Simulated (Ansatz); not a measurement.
# revPBE/def2-SVP run of Si2H2OF2 (SMILES F[Si]1(F)O[SiH2]1)

Aim: the vertical singlet–triplet gap of Si2H2OF2 at revPBE/def2-SVP, from 2 runs. 

The results are computed with Ansatz 0.2.0.

49 further runs of the same task are left out: 49 set aside as unsound or not needed. Runs told in other sessions of the task aren't counted.

**1. Starting point**

Si2H2OF2 has 7 atoms, charge 0, and is taken as a singlet. SMILES: `F[Si]1(F)O[SiH2]1`. The shape is that of a PBE0-D4/def2-TZVP optimisation.

Bond lengths: F1–Si2 1.578 Å, Si2–F3 1.578 Å, Si2–O4 1.648 Å, Si2–Si5 2.174 Å, O4–Si5 1.718 Å, Si5–H6 1.482 Å, Si5–H7 1.482 Å. Some angles: F1–Si2–F3 105.1°, F1–Si2–O4 114.7°, F1–Si2–Si5 127.3°, F3–Si2–O4 114.7°, F3–Si2–Si5 127.3°, O4–Si2–Si5 51.2°, Si2–O4–Si5 80.4°, Si2–Si5–O4 48.4°, Si2–Si5–H6 124.7°, Si2–Si5–H7 124.7°.

**2. The energy at revPBE/def2-SVP**

The input, run.yaml:

```yaml
crystal:
  periodic: [false, false, false]
  atoms:
    - {symbol: F, position_ang: [0.424200, -1.612100, 1.693800]}
    - {symbol: Si, position_ang: [0.037900, -1.026000, 0.280100]}
    - {symbol: F, position_ang: [-0.194200, -2.288000, -0.639100]}
    - {symbol: O, position_ang: [1.103500, 0.077900, -0.322100]}
    - {symbol: Si, position_ang: [-0.304800, 1.058600, -0.232800]}
    - {symbol: H, position_ang: [-0.202300, 2.188800, 0.720000]}
    - {symbol: H, position_ang: [-0.802800, 1.532800, -1.545500]}
basis:
  gaussian: {orbitals: def2-SVP}
hamiltonian: {xc: {name: revPBE}}
accuracy: high
output: {orbitals: {seedname: orbitals}}
```

Launch:

```console
$ ansatz run run.yaml --threads 1 --pin off --max-ram 2610MiB --events-out events.jsonl --progress --plain --runs-dir runs
```

Log:

```text
Warning: RAYON_NUM_THREADS=1 ignored (pool sized by the plan → 1); use --threads N
Functional definition: revPBE
  name "revPBE"
  parameter kappa = 1.245
  parameter beta = 0.06672455060314922
  exchange = pbe_x(kappa = kappa, mu = beta*pi^2/3)
  correlation = pbe_c(beta = beta)
1781 factors; integrals over basis functions are off by at most 3.9e-9 eV
mean field evaluation 1: about -23247.4559 eV, gradient 6.7e1 eV
mean field evaluation 2: about -23190.8319 eV, gradient 1.7e2 eV
mean field evaluation 4: about -23254.6602 eV, gradient 1.7e1 eV
mean field evaluation 8: about -23255.1194 eV, gradient 3.7e-1 eV
mean field evaluation 16: about -23255.1197 eV, gradient 5.1e-5 eV
mean field -23255.11971651 eV, -854.6098866954 hartree, gradient 2.5e-8 eV, S^2 0.000000; 0 other end points of the search recorded, 0 dependent functions left out
reference -23255.11972060 eV, -854.6098868458 hartree; 28, 28 occupied and 60, 60 virtual orbitals, 1781 factors
Total energy: -23255.11972060 eV, -854.6098868458 hartree
```

It took 7.2 s on 1 thread of Arm Neoverse V1, shared host; peak memory 0.21 GiB.

**3. The triplet**

The input, in.yaml:

```yaml
crystal:
  periodic: [false, false, false]
  atoms:
    - {symbol: F, position_ang: [0.424200, -1.612100, 1.693800]}
    - {symbol: Si, position_ang: [0.037900, -1.026000, 0.280100]}
    - {symbol: F, position_ang: [-0.194200, -2.288000, -0.639100]}
    - {symbol: O, position_ang: [1.103500, 0.077900, -0.322100]}
    - {symbol: Si, position_ang: [-0.304800, 1.058600, -0.232800]}
    - {symbol: H, position_ang: [-0.202300, 2.188800, 0.720000]}
    - {symbol: H, position_ang: [-0.802800, 1.532800, -1.545500]}
basis:
  gaussian:
    orbitals: def2-SVP
magnetization:
  spin_polarized: true
  initial_magnetization: 2
hamiltonian:
  xc: {name: revPBE}
accuracy: high
output: {orbitals: {seedname: orbitals}}
```

Launch:

```console
$ ansatz run in.yaml --threads 1 --pin off --max-ram 2610MiB --events-out events.jsonl --progress --plain --runs-dir runs
```

Log, shortened:

```text
Warning: RAYON_NUM_THREADS=1 ignored (pool sized by the plan → 1); use --threads N
[... 6 set-up lines as earlier in the session ...]
1781 factors; integrals over basis functions are off by at most 3.9e-9 eV
mean field evaluation 1: about -23244.4577 eV, gradient 4.4e1 eV
mean field evaluation 2: about -23197.9866 eV, gradient 1.1e2 eV
mean field evaluation 4: about -23251.0501 eV, gradient 9.3e0 eV
mean field evaluation 8: about -23251.3406 eV, gradient 2.6e-1 eV
mean field evaluation 16: about -23251.3409 eV, gradient 2.2e-5 eV
mean field -23251.34087019 eV, -854.4710166545 hartree, gradient 4.1e-8 eV, S^2 2.004555; 1 other end points of the search recorded, 0 dependent functions left out
reference -23251.34087497 eV, -854.4710168303 hartree; 29, 27 occupied and 59, 61 virtual orbitals, 1781 factors
Total energy: -23251.34087497 eV, -854.4710168303 hartree
```

Wall time 14 s (1 thread of Arm Neoverse V1, shared host); peak memory 0.27 GiB.

**4. Results**

At revPBE/def2-SVP:

```
                                        quantity          value
                           singlet: total energy  -854.60989 Eh
                            singlet: HOMO energy       -6.31 eV
                            singlet: LUMO energy       -2.01 eV
                          singlet: HOMO–LUMO gap        4.30 eV
                           triplet: total energy  -854.47102 Eh
     triplet: HOMO energy (highest over α and β)       -2.87 eV
                                   triplet: ⟨S²⟩          2.005
vertical energy of the triplet above the singlet       3.779 eV
```

**Reading.** At this shape the triplet lies 3.78 eV (87 kcal/mol) above the singlet.
